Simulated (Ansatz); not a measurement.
# C3H6AlF: a ladder of functionals and wavefunction methods

The task here is to estimate one member of a computed series from the others.

The runs use Ansatz 0.2.0, Gaussian basis; functionals in def2-TZVPP, the program's frozen cores in correlated methods.

Plan: LDA (SPW92), PBE-D4, revPBE-D4, BLYP-D4, r2SCAN-D4, B97M-V, PBE0-D4, B3LYP-D4, r2SCANh-D4, r2SCAN0-D4, HSE06-D4, BHLYP-D4, CAM-B3LYP-D4, LC-ωPBE, ωB97X-V, ωB97M-V, B2PLYP, PBE-QIDH; CCSD(T)/def2-SVP; CCSD(T)/def2-TZVPP; MP2/def2-QZVPP; extrapolation to the limit; RPA on PBE.

## The relaxed structure

An earlier PBE0-D4 in a triple-zeta def2 set relaxation fixed the geometry.

SMILES `F[C@H]1C[C@@H]1[AlH2]`, 11 atoms, charge 0, spin multiplicity 1.

Atoms are counted from 1 here; the program's logs count them from 0.

Bond lengths: F1–C2 1.366 Å, C2–C3 1.468 Å, C2–C4 1.501 Å, C2–H6 1.085 Å, C3–C4 1.539 Å, C3–H7 1.083 Å, C3–H8 1.084 Å, C4–Al5 1.932 Å, C4–H9 1.087 Å, Al5–H10 1.586 Å, Al5–H11 1.590 Å. Angles: F1–C2–C3 117.4°, F1–C2–C4 117.1°, F1–C2–H6 110.7°, C3–C2–C4 62.5°, C3–C2–H6 120.8°, C4–C2–H6 121.0°, C2–C3–C4 59.8°, C2–C3–H7 116.3°, C2–C3–H8 119.0°, C4–C3–H7 116.4°, C4–C3–H8 119.5°, H7–C3–H8 114.9°, C2–C4–C3 57.7°, C2–C4–Al5 121.8°, C2–C4–H9 111.4°, C3–C4–Al5 121.2°, C3–C4–H9 111.9°, Al5–C4–H9 118.5° and more.

The first run:

The input, in.yaml:

```yaml
crystal:
  periodic: [false, false, false]
  atoms:
    - {symbol: F, position_ang: [-0.982991, 0.602340, 2.139218]}
    - {symbol: C, position_ang: [-0.050296, 0.258840, 1.201763]}
    - {symbol: C, position_ang: [-0.117960, -1.097722, 0.645476]}
    - {symbol: C, position_ang: [-0.526736, 0.112127, -0.213512]}
    - {symbol: Al, position_ang: [0.547672, 0.682287, -1.714392]}
    - {symbol: H, position_ang: [0.905483, 0.721510, 1.424886]}
    - {symbol: H, position_ang: [-0.923292, -1.725035, 1.007429]}
    - {symbol: H, position_ang: [0.805548, -1.621310, 0.424893]}
    - {symbol: H, position_ang: [-1.606823, 0.215736, -0.280374]}
    - {symbol: H, position_ang: [-0.110716, 1.235812, -3.047151]}
    - {symbol: H, position_ang: [2.125610, 0.558416, -1.567535]}
basis:
  gaussian: {orbitals: def2-TZVPP}
hamiltonian: {xc: lda}
output: {orbitals: {seedname: orbitals}}
```

Command:

```
ansatz run in.yaml --threads 4 --pin off --events-out ev --progress --plain --max-ram 10444MiB
```

Steps of the session up to this table: LDA; PBE-D4 (GGA); revPBE-D4 (GGA); BLYP-D4 (GGA); r2SCAN-D4 (meta-GGA); B97M-V (meta-GGA); B3LYP-D4 (hybrid); r2SCANh-D4 (hybrid); r2SCAN0-D4 (hybrid); HSE06-D4 (hybrid); BHLYP-D4 (hybrid); CAM-B3LYP-D4 (range-separated); LC-ωPBE (range-separated); ωB97X-V (range-separated); ωB97M-V (range-separated); B2PLYP (double hybrid); PBE-QIDH (double hybrid).

One table of the session follows, with a row left open; its other results are not shown here.

It belongs to the step «Frontier levels by functional». 

| functional | HOMO (eV) | LUMO (eV) | gap (eV) |
| --- | --- | --- | --- |
| LDA (SPW92) | -6.55 | -2.52 | 4.04 |
| PBE-D4 | -6.40 | -2.26 | 4.13 |
| revPBE-D4 | -6.33 | -2.15 | 4.18 |
| BLYP-D4 | -6.29 | -2.17 | 4.12 |
| r2SCAN-D4 | -6.64 | -1.93 | 4.71 |
| B97M-V | -6.77 | -2.19 | 4.58 |
| PBE0-D4 | ? | ? | ? |
| B3LYP-D4 | -7.51 | -1.73 | 5.78 |
| r2SCANh-D4 | -7.14 | -1.68 | 5.46 |
| r2SCAN0-D4 | -7.88 | -1.31 | 6.57 |
| HSE06-D4 | -7.32 | -1.87 | 5.45 |
| BHLYP-D4 | -8.95 | -0.78 | 8.17 |
| CAM-B3LYP-D4 | -9.11 | -0.62 | 8.48 |
| LC-ωPBE | -10.45 | 0.49 | 10.94 |
| ωB97X-V | -10.08 | 0.36 | 10.44 |
| ωB97M-V | -9.96 | 0.06 | 10.02 |

Estimate the missing values for PBE0-D4.

As computed: HOMO (eV): -7.72; LUMO (eV): -1.51; gap (eV): 6.21. In the column «HOMO (eV)» it lies between r2SCAN0-D4 (-7.88) and B3LYP-D4 (-7.51).
